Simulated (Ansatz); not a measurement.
# GeH (quartet): RPA-PBE over vertical spin and charge gaps, cc-pVQZ

Aim: run GeH (quartet) with these functionals over vertical spin and charge gaps, and hold them against the top wave-function level at the same points.

Program: Ansatz 0.2.0, Gaussian basis. Level of theory: cc-pVQZ, all electrons in the functionals, frozen cores in the correlation of double hybrids and RPA. These are calculated values, not measurements.

Plan: RPA-PBE, at charge 0, quartet; charge 0, doublet; charge 0, sextet; charge 1, triplet; charge 1, quintet.

8 further runs of the same task are left out: 3 that didn't finish, 5 set aside as unsound or not needed.

### Step 1. What is computed

The geometry is a PBE0/def2-TZVP stationary point (not a proven minimum). No spin-orbit coupling is included. The filled d shell of Ge may be among the frozen orbitals whatever the setting's name suggests; the logs give the count.

2 atoms, charge 0, spin multiplicity 4.

Atoms are counted from 1 here; the program's logs count them from 0.

Bond lengths: Ge1–H2 1.572 Å.

No dispersion term is added.

The geometry shown and the zero of energy belong to the point charge 0, quartet. The yardstick, UCCSD(T), and other wave-function levels (R restricted, U unrestricted, valence and pair active spaces) come from earlier runs.

### Step 2. RPA-PBE, charge 0, quartet

File in.yaml:

```yaml
crystal:
  periodic: [false, false, false]
  atoms:
    - {symbol: Ge, position_ang: [0.000000, 0.000000, 0.000000]}
    - {symbol: H, position_ang: [0.000000, 0.000000, 1.571873]}
basis:
  gaussian: {orbitals: cc-pVQZ}
magnetization: {spin_polarized: true, initial_magnetization: 3}
hamiltonian: {xc: {name: PBE}}
correlation: {method: rpa, electrons: outside_noble_gas}
```

On the command line:

```
$ ansatz run in.yaml --threads 2 --pin off --events-out ev --progress --plain --max-ram 24576MiB --backend cuda --devices 0, --max-vram 18GiB
```

The log of the run:

```text
Functional definition: PBE
  name "PBE"
  cite "Perdew, Burke & Ernzerhof, Phys. Rev. Lett. 77, 3865 (1996) doi:10.1103/PhysRevLett.77.3865"
  parent pbe
  parameter kappa = 0.804
  parameter beta = 0.06672455060314922
  exchange = pbe_x(kappa = kappa, mu = beta*pi^2/3)
  correlation = pbe_c(beta = beta)
601 factors; integrals over basis functions are off by at most 1.3e-3 eV
mean field evaluation 1: about -56522.4924 eV, gradient 1.2e1 eV
mean field evaluation 2: about -56522.4906 eV, gradient 1.2e1 eV
mean field evaluation 4: about -56522.8901 eV, gradient 2.4e0 eV
mean field evaluation 8: about -56522.9317 eV, gradient 1.6e-1 eV
mean field evaluation 16: about -56522.9318 eV, gradient 6.6e-7 eV
mean field -56522.93183424 eV, -2077.1794322891 hartree, gradient 7.3e-7 eV, S^2 3.751784; 0 other end points of the search recorded, 0 dependent functions left out
14 core orbitals not correlated: weight in the atoms' cores, before any rotation towards them, 0.998 or more for the frozen orbitals, at most 0.001 for the correlated occupied ones
reference -56487.27921210 eV, -2075.8692225915 hartree; 4, 1 occupied and 80, 83 virtual orbitals, 601 factors
Total energy: -56491.77412449 eV, -2076.0344075752 hartree
```

Run time: 8 s. Hardware: 1 × H100 (card shared with other runs) with 2 threads of AMD EPYC 7R13, shared host; peak host memory 0.84 GiB.

From the report: ⟨S²⟩ of the determinant 3.752 (pure quartet: 3.75).

### Step 3. RPA-PBE, charge 0, doublet

in.yaml: that of step 2 with these lines changed.

```diff
@@ -7,3 +7,3 @@
   gaussian: {orbitals: cc-pVQZ}
-magnetization: {spin_polarized: true, initial_magnetization: 3}
+magnetization: {spin_polarized: true, initial_magnetization: 1}
 hamiltonian: {xc: {name: PBE}}
```

The command is unchanged.

The log of the run, cut to the lines that bear on the results:

```text
Functional definition: PBE
  name "PBE"
  cite "Perdew, Burke & Ernzerhof, Phys. Rev. Lett. 77, 3865 (1996) doi:10.1103/PhysRevLett.77.3865"
  parent pbe
[...]
601 factors; integrals over basis functions are off by at most 1.3e-3 eV
[...]
mean field -56524.85568205 eV, -2077.2501323922 hartree, gradient 1.4e-6 eV, S^2 0.752924; 4 other end points of the search recorded, 0 dependent functions left out
14 core orbitals not correlated: weight in the atoms' cores, before any rotation towards them, 0.999 or more for the frozen orbitals, at most 0.000 for the correlated occupied ones
reference -56488.55330718 eV, -2075.9160447222 hartree; 3, 2 occupied and 81, 82 virtual orbitals, 601 factors
Total energy: -56493.74835676 eV, -2076.1069592728 hartree
```

It took 9 s on 1 × H100 (card shared with other runs) with 2 threads of AMD EPYC 7R13, shared host; peak host memory 0.84 GiB.

From the report: ⟨S²⟩ of the determinant 0.753 (pure doublet: 0.75).

From charge 0, quartet: -45.5 kcal/mol.

### Step 4. RPA-PBE, charge 0, sextet

in.yaml: that of step 3 with these lines changed.

```diff
@@ -7,3 +7,3 @@
   gaussian: {orbitals: cc-pVQZ}
-magnetization: {spin_polarized: true, initial_magnetization: 1}
+magnetization: {spin_polarized: true, initial_magnetization: 5}
 hamiltonian: {xc: {name: PBE}}
```

The command is unchanged.

The log of the run, cut to the lines that bear on the results:

```text
Functional definition: PBE
  name "PBE"
  cite "Perdew, Burke & Ernzerhof, Phys. Rev. Lett. 77, 3865 (1996) doi:10.1103/PhysRevLett.77.3865"
  parent pbe
[...]
601 factors; integrals over basis functions are off by at most 1.3e-3 eV
[...]
a density is far from that of the atoms, so the factors are made again for it
618 factors; integrals over basis functions are off by at most 1.2e-3 eV
[...]
mean field -56512.39547599 eV, -2076.7922282654 hartree, gradient 6.9e-6 eV, S^2 8.751223; 1 other end points of the search recorded, 0 dependent functions left out
14 core orbitals not correlated: weight in the atoms' cores, before any rotation towards them, 0.997 or more for the frozen orbitals, at most 0.001 for the correlated occupied ones
reference -56478.83899002 eV, -2075.5590501511 hartree; 5, 0 occupied and 79, 84 virtual orbitals, 618 factors
Total energy: -56481.86427595 eV, -2075.6702273584 hartree
```

Run time: 8 s. Hardware: 1 × H100 (card shared with other runs) with 2 threads of AMD EPYC 7R13, shared host; peak host memory 0.84 GiB.

From the report: ⟨S²⟩ of the determinant 8.751 (pure sextet: 8.75).

From charge 0, quartet: +228.5 kcal/mol.

### Step 5. RPA-PBE, charge 1, triplet

in.yaml: that of step 4 with these lines changed.

```diff
@@ -7,3 +7,4 @@
   gaussian: {orbitals: cc-pVQZ}
-magnetization: {spin_polarized: true, initial_magnetization: 5}
+total_charge: 1
+magnetization: {spin_polarized: true, initial_magnetization: 2}
 hamiltonian: {xc: {name: PBE}}
```

Same command.

The log of the run, cut to the lines that bear on the results:

```text
Functional definition: PBE
  name "PBE"
  cite "Perdew, Burke & Ernzerhof, Phys. Rev. Lett. 77, 3865 (1996) doi:10.1103/PhysRevLett.77.3865"
  parent pbe
[...]
601 factors; integrals over basis functions are off by at most 1.3e-3 eV
[...]
mean field -56514.80780989 eV, -2076.8808799010 hartree, gradient 4.7e-7 eV, S^2 2.003866; 2 other end points of the search recorded, 0 dependent functions left out
14 core orbitals not correlated: weight in the atoms' cores, before any rotation towards them, 0.999 or more for the frozen orbitals, at most 0.001 for the correlated occupied ones
reference -56479.55307569 eV, -2075.5852923155 hartree; 3, 1 occupied and 81, 83 virtual orbitals, 601 factors
Total energy: -56483.43931631 eV, -2075.7281090243 hartree
```

Wall time 3.7 s (1 × H100 (card shared with other runs) with 2 threads of AMD EPYC 7R13, shared host); peak host memory 0.85 GiB.

From the report: ⟨S²⟩ of the determinant 2.004 (pure triplet: 2.00).

From charge 0, quartet: +192.2 kcal/mol.

### Step 6. RPA-PBE, charge 1, quintet

in.yaml: that of step 5 with these lines changed.

```diff
@@ -8,3 +8,3 @@
 total_charge: 1
-magnetization: {spin_polarized: true, initial_magnetization: 2}
+magnetization: {spin_polarized: true, initial_magnetization: 4}
 hamiltonian: {xc: {name: PBE}}
```

The command is unchanged.

The log of the run:

```text
Functional definition: PBE
  name "PBE"
  cite "Perdew, Burke & Ernzerhof, Phys. Rev. Lett. 77, 3865 (1996) doi:10.1103/PhysRevLett.77.3865"
  parent pbe
  parameter kappa = 0.804
  parameter beta = 0.06672455060314922
  exchange = pbe_x(kappa = kappa, mu = beta*pi^2/3)
  correlation = pbe_c(beta = beta)
601 factors; integrals over basis functions are off by at most 1.3e-3 eV
mean field evaluation 1: about -56507.3090 eV, gradient 6.0e0 eV
mean field evaluation 2: about -56507.3081 eV, gradient 6.0e0 eV
mean field evaluation 4: about -56507.4387 eV, gradient 1.0e0 eV
mean field evaluation 8: about -56507.4408 eV, gradient 2.5e-3 eV
mean field -56507.44076817 eV, -2076.6101461113 hartree, gradient 8.2e-6 eV, S^2 6.001195; 0 other end points of the search recorded, 0 dependent functions left out
14 core orbitals not correlated: weight in the atoms' cores, before any rotation towards them, 0.997 or more for the frozen orbitals, at most 0.002 for the correlated occupied ones
reference -56474.25791165 eV, -2075.3906986263 hartree; 4, 0 occupied and 80, 84 virtual orbitals, 601 factors
Total energy: -56476.70043571 eV, -2075.4804597299 hartree
```

Run time: 4.7 s. Hardware: 1 × H100 (card shared with other runs) with 2 threads of AMD EPYC 7R13, shared host; peak host memory 0.84 GiB.

From the report: ⟨S²⟩ of the determinant 6.001 (pure quintet: 6.00).

From charge 0, quartet: +347.6 kcal/mol.

### Step 7. The comparison

No level is safe as a reference over these points; UCCSD(T) serves as a yardstick only. It comes from earlier runs at the same points. Energies in kcal/mol, counted from charge 0, quartet; blanks weren't run or aren't comparable.

| level | quartet to doublet | quartet to sextet | ionisation to the triplet cation | ionisation to the quintet cation |
| --- | --- | --- | --- | --- |
| UCCSD(T) | -41.2 | 229.7 | 189.2 | 342.1 |
| RPA-PBE | -45.5 | 228.5 | 192.2 | 347.6 |

Largest miss and mean time a point (UCCSD(T) took 9.2 s a point; shared hosts):

| level | largest miss (kcal/mol) | where | time a point |
| --- | --- | --- | --- |
| RPA-PBE | +5.5 | ionisation to the quintet cation | 6.7 s |

### Step 8. Results

| quantity | value |
| --- | --- |
| quartet to doublet, UCCSD(T) | -41.2 kcal/mol |
| quartet to sextet, UCCSD(T) | 229.7 kcal/mol |
| ionisation to the triplet cation, UCCSD(T) | 189.2 kcal/mol |
| ionisation to the quintet cation, UCCSD(T) | 342.1 kcal/mol |
| largest miss, RPA-PBE | +5.5 kcal/mol (ionisation to the quintet cation) |

What this shows: RPA-PBE strays by up to 5.5 kcal/mol, at ionisation to the quintet cation. Functionals and the yardstick converge differently with the basis, so part of each miss in cc-pVQZ is the basis. The yardstick itself may be off where one determinant is a poor start.
